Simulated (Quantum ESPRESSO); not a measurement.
# InRh2 (Fm-3m) in Quantum ESPRESSO: notebook, part 3 of 3

Quantum ESPRESSO 7.5.

## Step 4: Phonons, PBEsol, target pressure 25 GPa, at which the enthalpy is minimised

Input file pw.in:

```
&CONTROL
  calculation = 'scf'
  prefix = 'pwscf'
  outdir = './tmp'
  pseudo_dir = './pseudo'
  tprnfor = .true.
  tstress = .true.
  disk_io = 'low'
/
&SYSTEM
  ibrav = 0
  A = 4.08807373
  nat = 3
  ntyp = 2
  ecutwfc = 88
  nbnd = 33
  occupations = 'smearing'
  smearing = 'mv'
  degauss = 0.01469973
/
&ELECTRONS
  conv_thr = 6d-10
  electron_maxstep = 120
  mixing_beta = 0.5
/
ATOMIC_SPECIES
In   114.8180 In.upf
Rh   102.9055 Rh.upf
CELL_PARAMETERS alat
   0.0000000000    0.7071067820    0.7071067820
   0.7071067820    0.0000000000    0.7071067820
   0.7071067820    0.7071067820    0.0000000000
ATOMIC_POSITIONS alat
In     0.0000000000    0.0000000000    0.0000000000
Rh     0.3535533910    0.3535533910    0.3535533910
Rh     1.0606601731    1.0606601731    1.0606601731
K_POINTS automatic
7 7 7 0 0 0
```

Input file relax.in:

```
&CONTROL
  calculation = 'vc-relax'
  prefix = 'pwscf'
  outdir = './tmp'
  pseudo_dir = './pseudo'
  tprnfor = .true.
  tstress = .true.
  disk_io = 'low'
  nstep = 40
  forc_conv_thr = 0.0001
  etot_conv_thr = 1d-06
/
&SYSTEM
  ibrav = 0
  A = 4.08807373
  nat = 3
  ntyp = 2
  ecutwfc = 88
  nbnd = 33
  occupations = 'smearing'
  smearing = 'mv'
  degauss = 0.01469973
/
&ELECTRONS
  conv_thr = 6d-10
  electron_maxstep = 120
  mixing_beta = 0.5
/
&IONS
  ion_dynamics = 'bfgs'
/
&CELL
  cell_dynamics = 'bfgs'
  press = 250
  press_conv_thr = 0.2
/
ATOMIC_SPECIES
In   114.8180 In.upf
Rh   102.9055 Rh.upf
CELL_PARAMETERS alat
   0.0000000000    0.7071067820    0.7071067820
   0.7071067820    0.0000000000    0.7071067820
   0.7071067820    0.7071067820    0.0000000000
ATOMIC_POSITIONS alat
In     0.0000000000    0.0000000000    0.0000000000
Rh     0.3535533910    0.3535533910    0.3535533910
Rh     1.0606601731    1.0606601731    1.0606601731
K_POINTS automatic
7 7 7 0 0 0
```

Input file scf2.in:

```
&CONTROL
  calculation = 'scf'
  prefix = 'pwscf'
  outdir = './tmp'
  pseudo_dir = './pseudo'
  tprnfor = .true.
  tstress = .true.
  disk_io = 'low'
/
&SYSTEM
  ibrav = 0
  A = 4.08873976
  nat = 3
  ntyp = 2
  ecutwfc = 88
  nbnd = 33
  occupations = 'smearing'
  smearing = 'mv'
  degauss = 0.01469973
/
&ELECTRONS
  conv_thr = 1d-13
  electron_maxstep = 120
  mixing_beta = 0.5
  startingpot = 'file'
  startingwfc = 'file'
/
ATOMIC_SPECIES
In   114.8180 In.upf
Rh   102.9055 Rh.upf
CELL_PARAMETERS alat
   0.0000000000    0.7071067806    0.7071067806
   0.7071067806    0.0000000000    0.7071067806
   0.7071067806    0.7071067806    0.0000000000
ATOMIC_POSITIONS alat
In     0.0000000000    0.0000000000    0.0000000000
Rh     0.3535533903    0.3535533903    0.3535533903
Rh     1.0606601709    1.0606601709    1.0606601709
K_POINTS automatic
7 7 7 0 0 0
```

Input file ph.in:

```
phonons of InRh2
&INPUTPH
  prefix = 'pwscf'
  outdir = './tmp'
  tr2_ph = 1d-18
  fildyn = 'dyn'
  niter_ph = 90
  alpha_mix(1) = 0.4
/
0.0000000000 0.0000000000 0.0000000000
```

Input file dynmat.in:

```
&INPUT
  fildyn = 'dyn'
  asr = 'crystal'
  filout = 'dynmat.disp'
  fileig = 'dynmat.eig'
/
```

Potentials or basis: PseudoDojo 0.4.1 SR PBEsol standard.

The run is started by

```sh
OMP_NUM_THREADS=1 mpirun -n 4 pw.x -nk 4 -in pw.in > pw.out
OMP_NUM_THREADS=1 mpirun -n 4 pw.x -nk 4 -in relax.in > relax.out
OMP_NUM_THREADS=1 mpirun -n 4 pw.x -nk 4 -in scf2.in > scf2.out
OMP_NUM_THREADS=1 mpirun -n 4 ph.x -nk 4 -in ph.in > ph.out
OMP_NUM_THREADS=1 mpirun -n 1 dynmat.x -in dynmat.in > dynmat.out
```

pw.out:

```text
This program is part of the open-source Quantum ESPRESSO suite
     for quantum simulation of materials; please cite
[... 6 lines left out ...]
     using ibrav=0 with symmetry is DISCOURAGED, use correct ibrav instead

     K-points division:     npool     =       4
     Subspace diagonalization in iterative solution of the eigenvalue problem:
     a serial algorithm will be used

     G-vector sticks info
     --------------------
     sticks:   dense  smooth     PW     G-vecs:    dense   smooth      PW
     Sum        1453    1453    421                36325    36325    5673

     Using Slab Decomposition

     bravais-lattice index     =            0
     lattice parameter (alat)  =       7.7253  a.u.
     unit-cell volume          =     326.0151 (a.u.)^3
     number of atoms/cell      =            3
     number of atomic types    =            2
     number of electrons       =        47.00
     number of Kohn-Sham states=           33
     kinetic-energy cutoff     =      88.0000  Ry
     charge density cutoff     =     352.0000  Ry
     scf convergence threshold =      6.0E-10
     mixing beta               =       0.5000
     number of iterations used =            8  plain     mixing
     Exchange-correlation= PBESOL
                           (   1   4  10   8   0   0   0)

     celldm(1)=   7.725340  celldm(2)=   0.000000  celldm(3)=   0.000000
     celldm(4)=   0.000000  celldm(5)=   0.000000  celldm(6)=   0.000000

     crystal axes: (cart. coord. in units of alat)
               a(1) = (   0.000000   0.707107   0.707107 )
               a(2) = (   0.707107   0.000000   0.707107 )
               a(3) = (   0.707107   0.707107   0.000000 )

     reciprocal axes: (cart. coord. in units 2 pi/alat)
               b(1) = ( -0.707107  0.707107  0.707107 )
               b(2) = (  0.707107 -0.707107  0.707107 )
               b(3) = (  0.707107  0.707107 -0.707107 )

     PseudoPot. # 1 for In read from file:
     In.upf
     Pseudo is Norm-conserving + core correction, Zval = 13.0
     Generated using ONCVPSP code by D. R. Hamann
     Using radial grid of 1940 points,  6 beta functions with:
                l(1) =   0
                l(2) =   0
                l(3) =   1
                l(4) =   1
                l(5) =   2
                l(6) =   2

     PseudoPot. # 2 for Rh read from file:
     Rh.upf
     Pseudo is Norm-conserving + core correction, Zval = 17.0
     Generated using ONCVPSP code by D. R. Hamann
     Using radial grid of 1568 points,  6 beta functions with:
                l(1) =   0
                l(2) =   0
                l(3) =   1
                l(4) =   1
                l(5) =   2
                l(6) =   2

     atomic species   valence    mass     pseudopotential
     In               13.00   114.81800     In( 1.00)
     Rh               17.00   102.90550     Rh( 1.00)

     48 Sym. Ops., with inversion, found

   Cartesian axes

     site n.     atom                  positions (alat units)
         1        In     tau(   1) = (   0.0000000   0.0000000   0.0000000  )
         2        Rh     tau(   2) = (   0.3535534   0.3535534   0.3535534  )
         3        Rh     tau(   3) = (   1.0606602   1.0606602   1.0606602  )

     number of k points=    20  Marzari-Vanderbilt smearing, width (Ry)=  0.0147
                       cart. coord. in units 2pi/alat
        k(    1) = (   0.0000000   0.0000000   0.0000000), wk =   0.0058309
        k(    2) = (   0.1010153   0.1010153  -0.1010153), wk =   0.0466472
        k(    3) = (   0.2020305   0.2020305  -0.2020305), wk =   0.0466472
        k(    4) = (   0.3030458   0.3030458  -0.3030458), wk =   0.0466472
        k(    5) = (   0.2020305   0.0000000  -0.0000000), wk =   0.0349854
        k(    6) = (   0.3030458   0.1010153  -0.1010153), wk =   0.1399417
[... 12 lines left out ...]
        k(   19) = (  -0.1010153  -0.5050763   0.7071068), wk =   0.1399417
        k(   20) = (   0.0000000  -0.4040610   0.6060915), wk =   0.1399417

     Dense  grid:    36325 G-vectors     FFT dimensions: (  48,  48,  48)

     Initial potential from superposition of free atoms

     starting charge      46.9954, renormalised to      47.0000
     Starting wfcs are   29 randomized atomic wfcs +    4 random wfcs

     Self-consistent Calculation

     iteration #  1     ecut=    88.00 Ry     beta= 0.50
     Davidson diagonalization with overlap
     ethr =  1.00E-02,  avg # of iterations =  4.4

     Threshold (ethr) on eigenvalues was too large:
     Diagonalizing with lowered threshold

     Davidson diagonalization with overlap
     ethr =  2.48E-04,  avg # of iterations =  2.5

     total energy              =    -601.29879211 Ry
     estimated scf accuracy    <       0.12407193 Ry

     iteration #  2     ecut=    88.00 Ry     beta= 0.50
     Davidson diagonalization with overlap
     ethr =  2.64E-04,  avg # of iterations =  2.0
[... 43 lines left out ...]
     total energy              =    -601.33528177 Ry
     estimated scf accuracy    <          1.6E-09 Ry

     iteration #  9     ecut=    88.00 Ry     beta= 0.50
     Davidson diagonalization with overlap
     ethr =  3.49E-12,  avg # of iterations =  2.0

     End of self-consistent calculation

          k = 0.0000 0.0000 0.0000 (  4573 PWs)   bands (ev):

   -59.9313 -59.8851 -27.9682 -27.9682 -27.9682 -27.8059 -27.8059 -27.8059
     3.8215   3.8215   3.8215   3.9171   3.9171   8.9128  13.6321  13.6321
    13.6321  14.3972  14.3972  17.6957  17.6957  17.6957  18.6726  18.6726
    24.8850  25.4410  25.4410  25.4410  26.9729  26.9729  26.9729  30.1496
    30.5704

          k = 0.1010 0.1010-0.1010 (  4546 PWs)   bands (ev):

   -59.9289 -59.8874 -27.9604 -27.9604 -27.9602 -27.8157 -27.8141 -27.8141
     3.8066   3.8172   3.8172   3.9274   3.9274   9.2044  13.6290  13.7774
    13.7774  14.5283  14.5283  17.4052  17.5473  17.5473  18.2962  18.2962
    23.0414  25.2507  25.2507  25.3341  27.2581  27.2581  27.5342  30.3039
    30.3849
[... 91 lines left out ...]
   -59.9122 -59.9037 -27.9918 -27.9212 -27.9156 -27.8606 -27.8599 -27.7868
     3.7569   3.7607   3.7977   3.9661   3.9864  11.1131  14.0062  14.4860
    14.7932  15.0297  15.6245  15.9849  16.0196  16.7034  17.0353  17.1762
    19.3093  20.4877  22.9310  26.0397  29.4141  30.3975  30.5727  31.0678
    31.8303

          k = 0.6061-0.0000 0.0000 (  4544 PWs)   bands (ev):

   -59.9162 -59.8996 -28.0005 -27.9837 -27.9837 -27.7923 -27.7923 -27.7827
     3.6959   3.8029   3.8029   3.9205   4.0392  11.2885  12.8221  14.3798
    15.2439  15.7794  15.7805  15.7805  16.6471  16.6471  17.5750  18.5919
    19.4022  19.4022  20.3126  25.3768  26.3153  32.1879  33.5469  33.5469
    34.3397

          k =-0.0000-0.6061 0.6061 (  4526 PWs)   bands (ev):

   -59.9139 -59.9019 -28.0080 -27.9768 -27.9757 -27.8004 -27.8003 -27.7747
     3.6982   3.7925   3.8006   3.9291   4.0374  11.4732  13.0582  14.5249
    14.8794  15.3429  15.6917  16.6706  16.8225  16.9186  17.5040  17.6362
    18.2341  20.0563  20.0831  25.7540  27.0841  31.6484  33.1066  33.2718
    34.1906

          k = 0.4041 0.2020 0.0000 (  4552 PWs)   bands (ev):

   -59.9187 -59.8973 -27.9824 -27.9420 -27.9276 -27.8527 -27.8346 -27.7939
     3.7508   3.7914   3.8047   3.9407   3.9890  10.5586  13.3348  14.5206
    14.8451  14.9117  15.3832  16.1766  16.4242  16.7204  17.4345  17.7135
    20.6462  20.9740  22.8638  27.1062  27.2926  28.2319  31.0662  31.3570
    32.3916

          k =-0.2020-0.4041 0.6061 (  4536 PWs)   bands (ev):

   -59.9117 -59.9041 -27.9814 -27.9620 -27.9078 -27.8697 -27.8180 -27.7970
     3.7424   3.7681   3.8006   3.9565   3.9989  11.1950  13.7428  14.5366
    14.8289  15.3990  15.4726  15.7767  16.3789  16.8239  17.0490  17.2546
    18.4821  21.2334  21.9415  27.3390  27.7434  29.6750  31.2228  31.7077
    32.5717

          k =-0.1010-0.5051 0.7071 (  4549 PWs)   bands (ev):

   -59.9133 -59.9025 -27.9961 -27.9880 -27.9477 -27.8290 -27.7893 -27.7857
     3.7137   3.7800   3.8032   3.9377   4.0254  11.3755  13.2607  14.6563
    14.7799  15.1266  15.9589  16.2508  16.6285  16.8370  17.2347  17.4917
    18.9331  20.0069  20.4657  26.8204  27.2654  30.1988  32.1242  33.5329
    33.9338

          k = 0.0000-0.4041 0.6061 (  4529 PWs)   bands (ev):

   -59.9088 -59.9070 -27.9997 -27.9846 -27.9111 -27.8662 -27.7942 -27.7808
     3.7327   3.7563   3.8021   3.9520   4.0150  11.4781  13.8735  14.2400
    14.8561  15.1407  15.6312  16.1776  16.6246  17.0185  17.3425  17.3482
    18.0398  20.1234  20.6850  27.1930  29.2655  29.7715  29.9878  32.8034
    34.0943

     the Fermi energy is    17.5836 ev

!    total energy              =    -601.33528177 Ry
     estimated scf accuracy    <          1.1E-11 Ry
     smearing contrib. (-TS)   =       0.00199374 Ry
     internal energy E=F+TS    =    -601.33727551 Ry

     The total energy is F=E-TS. E is the sum of the following terms:
     one-electron contribution =    -170.38091288 Ry
     hartree contribution      =     120.40340898 Ry
     xc contribution           =    -115.33718228 Ry
     ewald contribution        =    -436.02258933 Ry

     convergence has been achieved in   9 iterations

     Forces acting on atoms (cartesian axes, Ry/au):

     atom    1 type  1   force =     0.00000000    0.00000000   -0.00000000
     atom    2 type  2   force =    -0.00000000    0.00000000   -0.00000000
     atom    3 type  2   force =     0.00000000    0.00000000   -0.00000000

     Total force =     0.000000     Total SCF correction =     0.000000

     Computing stress (Cartesian axis) and pressure

          total   stress  (Ry/bohr**3)                   (kbar)     P=      251.29
   0.00170823  -0.00000000   0.00000000          251.29       -0.00        0.00
  -0.00000000   0.00170823   0.00000000           -0.00      251.29        0.00
   0.00000000   0.00000000   0.00170823            0.00        0.00      251.29

=------------------------------------------------------------------------------=
   JOB DONE.
=------------------------------------------------------------------------------=
```

It took 17 min on 4 MPI ranks of Arm Neoverse N1, shared host; peak memory 0.56 GiB.

Results:

```yaml
Free_energy: -8181.5870 eV
Relaxed_volume: 16.11 Å³/atom
Relaxed_cell: a = 4.089 Å, b = 4.089 Å, c = 4.089 Å, α = 60.00°, β = 60.00°, γ = 60.00°
Space_group_after_relaxing_to_0.05_Å: Fm-3m (No. 225)
Pressure_after_relaxing: 25.0 GPa
Band_gap_on_the_k_mesh: none (metal or under the smearing width)
Highest_phonon_frequency_at_Γ: 291 cm⁻¹
```

Step by step:
```csv
step,energy change (eV),largest force (eV/Å),pressure (GPa),volume (Å³)
1,0.0000,0.0000,25.13,48.31
2,-0.0050,0.0000,24.96,48.34
3,-0.0037,0.0000,25.00,48.33
```

Final structure:
```xyz
3
Lattice="0.0000 2.8912 2.8912 2.8912 0.0000 2.8912 2.8912 2.8912 0.0000" Properties=species:S:1:pos:R:3 pbc="T T T"
In    0.0000    0.0000    0.0000
Rh    1.4456    1.4456    1.4456
Rh    4.3368    4.3368    4.3368
```

Levels at points of the mesh, in eV from the Fermi level:
```csv
k point,band 21,band 22,band 23,band 24,band 25,band 26
"(0.00, 0.00, 0.00)",0.11,0.11,1.09,1.09,7.30,7.85
```

Phonon frequencies in cm⁻¹ (negative: imaginary):
| q point | frequencies |
| --- | --- |
| (0.000, 0.000, 0.000) | -15 -15 -15 189 189 189 291 291 291 |

Optical modes at Γ, degenerate ones joined:
| cm⁻¹ | components | symmetry | active in |
| --- | --- | --- | --- |
| 189 | 3 | T2g | Raman |
| 291 | 3 | T1u | IR |

Caveat: the mesh is thin for the phonons of a metal; the cell is more than 3 GPa from zero pressure, which shifts response properties.

## Step 5: Phonons, PBEsol, target pressure 50 GPa, at which the enthalpy is minimised

pw.in is that of step 4.

Edit relax.in of step 4 so:

```diff
@@ -33,3 +33,3 @@
   cell_dynamics = 'bfgs'
-  press = 250
+  press = 500
   press_conv_thr = 0.2
```

Edit scf2.in of step 4 so:

```diff
@@ -11,3 +11,3 @@
   ibrav = 0
-  A = 4.08873976
+  A = 3.98169368
   nat = 3
```

ph.in is that of step 4.

dynmat.in is that of step 4.

Potentials or basis: PseudoDojo 0.4.1 SR PBEsol standard.

The run is started by

```sh
OMP_NUM_THREADS=1 mpirun -n 4 pw.x -nk 4 -in pw.in > pw.out
OMP_NUM_THREADS=1 mpirun -n 4 pw.x -nk 4 -in relax.in > relax.out
OMP_NUM_THREADS=1 mpirun -n 4 pw.x -nk 4 -in scf2.in > scf2.out
OMP_NUM_THREADS=1 mpirun -n 4 ph.x -nk 4 -in ph.in > ph.out
OMP_NUM_THREADS=1 mpirun -n 1 dynmat.x -in dynmat.in > dynmat.out
```

pw.out:

```text
This program is part of the open-source Quantum ESPRESSO suite
     for quantum simulation of materials; please cite
[... 6 lines left out ...]
     using ibrav=0 with symmetry is DISCOURAGED, use correct ibrav instead

     K-points division:     npool     =       4
     Subspace diagonalization in iterative solution of the eigenvalue problem:
     a serial algorithm will be used

     G-vector sticks info
     --------------------
     sticks:   dense  smooth     PW     G-vecs:    dense   smooth      PW
     Sum        1453    1453    421                36325    36325    5673

     Using Slab Decomposition

     bravais-lattice index     =            0
     lattice parameter (alat)  =       7.7253  a.u.
[... 311 lines left out ...]
    14.7799  15.1266  15.9589  16.2508  16.6285  16.8370  17.2347  17.4917
    18.9331  20.0069  20.4657  26.8204  27.2654  30.1988  32.1242  33.5329
    33.9338

          k = 0.0000-0.4041 0.6061 (  4529 PWs)   bands (ev):

   -59.9088 -59.9070 -27.9997 -27.9846 -27.9111 -27.8662 -27.7942 -27.7808
     3.7327   3.7563   3.8021   3.9520   4.0150  11.4781  13.8735  14.2400
    14.8561  15.1407  15.6312  16.1776  16.6246  17.0185  17.3425  17.3482
    18.0398  20.1234  20.6850  27.1930  29.2655  29.7715  29.9878  32.8034
    34.0943

     the Fermi energy is    17.5836 ev

!    total energy              =    -601.33528177 Ry
     estimated scf accuracy    <          1.1E-11 Ry
     smearing contrib. (-TS)   =       0.00199374 Ry
     internal energy E=F+TS    =    -601.33727551 Ry

     The total energy is F=E-TS. E is the sum of the following terms:
     one-electron contribution =    -170.38091288 Ry
     hartree contribution      =     120.40340898 Ry
     xc contribution           =    -115.33718228 Ry
     ewald contribution        =    -436.02258933 Ry

     convergence has been achieved in   9 iterations

     Forces acting on atoms (cartesian axes, Ry/au):

     atom    1 type  1   force =     0.00000000    0.00000000   -0.00000000
     atom    2 type  2   force =    -0.00000000    0.00000000   -0.00000000
     atom    3 type  2   force =     0.00000000    0.00000000   -0.00000000

     Total force =     0.000000     Total SCF correction =     0.000000

     Computing stress (Cartesian axis) and pressure

          total   stress  (Ry/bohr**3)                   (kbar)     P=      251.29
   0.00170823  -0.00000000   0.00000000          251.29       -0.00        0.00
  -0.00000000   0.00170823   0.00000000           -0.00      251.29        0.00
   0.00000000   0.00000000   0.00170823            0.00        0.00      251.29

=------------------------------------------------------------------------------=
   JOB DONE.
=------------------------------------------------------------------------------=
```

Wall time 18 min (4 MPI ranks of Arm Neoverse N1, shared host); peak memory 0.48 GiB.

What came out:

```
Free energy                            : -8180.7402 eV
Relaxed volume                         : 14.88 Å³/atom
Relaxed cell                           : a = 3.982 Å, b = 3.982 Å, c = 3.982 Å, α = 60.00°, β = 60.00°, γ = 60.00°
Space group after relaxing (to 0.05 Å) : Fm-3m (No. 225)
Pressure after relaxing                : 49.9 GPa
Band gap on the k mesh                 : none (metal or under the smearing width)
Highest phonon frequency at Γ          : 332 cm⁻¹
```

Step by step:
| step | energy change (eV) | largest force (eV/Å) | pressure (GPa) | volume (Å³) |
| --- | --- | --- | --- | --- |
| 1 | 0.0000 | 0.0000 | 25.13 | 48.31 |
| 2 | 1.6628 | 0.0000 | 70.57 | 42.44 |
| 3 | 0.7587 | 0.0000 | 47.78 | 44.91 |
| 4 | 0.8358 | 0.0000 | 49.83 | 44.66 |
| 5 | 0.8422 | 0.0000 | 50.00 | 44.64 |

Final structure:
```cif
data_structure
_symmetry_space_group_name_H-M 'P 1'
_symmetry_Int_Tables_number 1
_cell_length_a 3.9817
_cell_length_b 3.9817
_cell_length_c 3.9817
_cell_angle_alpha 60.000
_cell_angle_beta 60.000
_cell_angle_gamma 60.000
_cell_volume 44.64
loop_
_atom_site_label
_atom_site_type_symbol
_atom_site_fract_x
_atom_site_fract_y
_atom_site_fract_z
_atom_site_occupancy
In1 In 0.00000 0.00000 0.00000 1
Rh1 Rh 0.25000 0.25000 0.25000 1
Rh2 Rh 0.75000 0.75000 0.75000 1
```

Phonon frequencies in cm⁻¹ (negative: imaginary):
```
              q point                       frequencies
(0.000, 0.000, 0.000)  -3 -3 -3 224 224 224 332 332 332
```

Optical modes at Γ, degenerate ones joined:
| cm⁻¹ | components | symmetry | active in |
| --- | --- | --- | --- |
| 224 | 3 | T2g | Raman |
| 332 | 3 | T1u | IR |

Caveat: the mesh is thin for the phonons of a metal; the cell is more than 3 GPa from zero pressure, which shifts response properties.

## Step 6: Overview

```tsv
cell	gap on the mesh (eV)	pressure (GPa)
relaxed	none	0.4
relaxed to 10 GPa	none	10.2
relaxed to 25 GPa	none	25.0
relaxed to 50 GPa	none	49.9
```

Alike in all rows: task phonons; level PBEsol; potentials or basis PseudoDojo 0.4.1 SR PBEsol standard; no spin polarisation; k mesh 7 × 7 × 7; cutoff (eV) 1197; smearing cold 0.2 eV.

Caveats: the mesh is thin for the phonons of a metal; the cell is more than 3 GPa from zero pressure, which shifts response properties (some runs).

Total energies depend on the potentials used, so only differences within one code and one set of settings carry meaning.
